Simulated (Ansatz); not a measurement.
# CoNiSn: the cost of one run

Method: DFT PBE, scalar-relativistic, plane waves, PAW, in Ansatz 0.2.0.

**1. The system as given**

Symmetry: P4/nmm, No. 129, tetragonal system. Conventional cell: a = 3.469 Å, b = 3.469 Å, c = 6.104 Å, α = 90.00°, β = 90.00°, γ = 90.00°. Co (site symmetry 4mm) has 5 Ni at 2.61 to 2.70 Å and 4 Sn at 2.76 Å in its first shell of neighbours. Ni (site symmetry 4mm) is surrounded by 4 Sn at 2.14 Å and 5 Co at 2.61 to 2.70 Å. Sn (site symmetry -4m2) is surrounded by 4 Ni at 2.14 Å and 4 Sn at 2.45 Å.

As a file:

```cif
data_structure
_symmetry_space_group_name_H-M 'P4/nmm:1'
_symmetry_Int_Tables_number 129
_cell_length_a 3.4687
_cell_length_b 3.4687
_cell_length_c 6.1044
_cell_angle_alpha 90.000
_cell_angle_beta 90.000
_cell_angle_gamma 90.000
_cell_volume 73.45
loop_
_atom_site_label
_atom_site_type_symbol
_atom_site_symmetry_multiplicity
_atom_site_Wyckoff_symbol
_atom_site_fract_x
_atom_site_fract_y
_atom_site_fract_z
_atom_site_occupancy
Co1 Co 2 c 0.50000 0.00000 0.64850 1
Ni1 Ni 2 c 0.50000 0.00000 0.20550 1
Sn1 Sn 2 a 0.00000 0.00000 0.00000 1
```

(A quick probe on a coarse mesh, which set the mesh and smearing, is not shown.)

**3. Rough relaxation on the coarse mesh**

input.yaml reads:

```yaml
crystal:
  lattice:
    - [3.4686508205, 0.0, 0.0]
    - [0.0, 3.4686508205, 0.0]
    - [0.0, 0.0, 6.1043929397]
  atoms:
    - { symbol: Co, position: [0.5, 0.0, 0.6485], spin: 1.66 }
    - { symbol: Co, position: [0.0, 0.5, 0.3515], spin: 1.66 }
    - { symbol: Ni, position: [0.5, 0.0, 0.2055] }
    - { symbol: Ni, position: [0.0, 0.5, 0.7945] }
    - { symbol: Sn, position: [0.0, 0.0, 0.0] }
    - { symbol: Sn, position: [0.5, 0.5, 0.0] }
basis:
  ecutwfc: 420
kpoints:
  mp_grid: { grid: [6, 6, 4] }
hamiltonian:
  xc: pbe
scf:
  occupations: { method: gaussian, width: 0.1 }
  lower_state_search: "off"
output:
  forces: true
  stress: true
  eigenvalues: true
  populations: true
magnetization:
  spin_polarized: true
relax:
  adjacent_minimum: "off"
  f_tol: 0.04
  max_steps: 70
  cell: { stress_tol: 0.4 }
```

Command:

```bash
$ ansatz run input.yaml --threads 1 --pin off --max-ram 2560MiB --backend cpu --events-out ev --progress --plain --runs-dir out
```

**Question.** How long does this run take on 1 thread of Intel Xeon 6975P-C (Granite Rapids), shared host, and how much memory does it need?

About 5.3 min, with a peak of 0.65 GiB.
